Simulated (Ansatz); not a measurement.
# H5OSn: the cost of one run

All numbers below are computed with Ansatz 0.2.0 (UKS PBE/def2-SVP).

### 1 The system as given

Bond lengths: Sn1–H2 1.990 Å, Sn1–H3 1.740 Å, Sn1–H4 1.739 Å, Sn1–O5 1.959 Å, O5–H6 1.010 Å. Angles: H2–Sn1–H3 109.4°, H2–Sn1–H4 109.5°, H2–Sn1–O5 109.5°, H3–Sn1–H4 109.5°, H3–Sn1–O5 109.5°, H4–Sn1–O5 109.5°, Sn1–O5–H6 109.5°.

As a file:

```xyz
7

Sn    0.0000    0.0000    0.0000
H     0.0000    0.0000    1.9900
H     1.6408    0.0000   -0.5794
H    -0.8195    1.4198   -0.5794
O    -0.9232   -1.5994   -0.6527
H    -1.3778   -2.0650    0.1197
H     0.0000    0.0000    2.9500
```

### 2 Pulling towards end A

Springs on the bonds that form and break draw the guess towards this end; the thresholds are loose.

input.yaml reads:

```yaml
crystal:
  periodic: [false, false, false]
  atoms:
    - { symbol: Sn, position_ang: [0.0, 0.0, 0.0] }
    - { symbol: H, position_ang: [0.0, 0.0, 1.99] }
    - { symbol: H, position_ang: [1.6408, 0.0, -0.5794] }
    - { symbol: H, position_ang: [-0.8195, 1.4198, -0.5794] }
    - { symbol: O, position_ang: [-0.9232, -1.5994, -0.6527] }
    - { symbol: H, position_ang: [-1.3778, -2.065, 0.1197] }
    - { symbol: H, position_ang: [0.0, 0.0, 2.95] }
magnetization:
  spin_polarized: true
  initial_magnetization: 1
basis:
  gaussian: { orbitals: def2-SVP }
hamiltonian:
  xc: pbe
relax:
  f_tol: 0.15
  max_steps: 25
  restrain:
    - { distance: [1, 6], at: 1.86, k: 30.0 }
    - { distance: [0, 1], at: 1.74, k: 30.0 }
output:
  orbitals: {}
```

Launch:

```
ansatz run input.yaml --threads 2 --pin off --max-ram 3072MiB --backend cpu --events-out ev --progress --plain --runs-dir out
```

**Question.** How long does this run take on 2 threads of Intel Xeon Platinum 8259CL at 2.50GHz (Skylake/Cascade Lake), shared host, and how much memory does it need?

About 11 s, with a peak of 0.14 GiB.
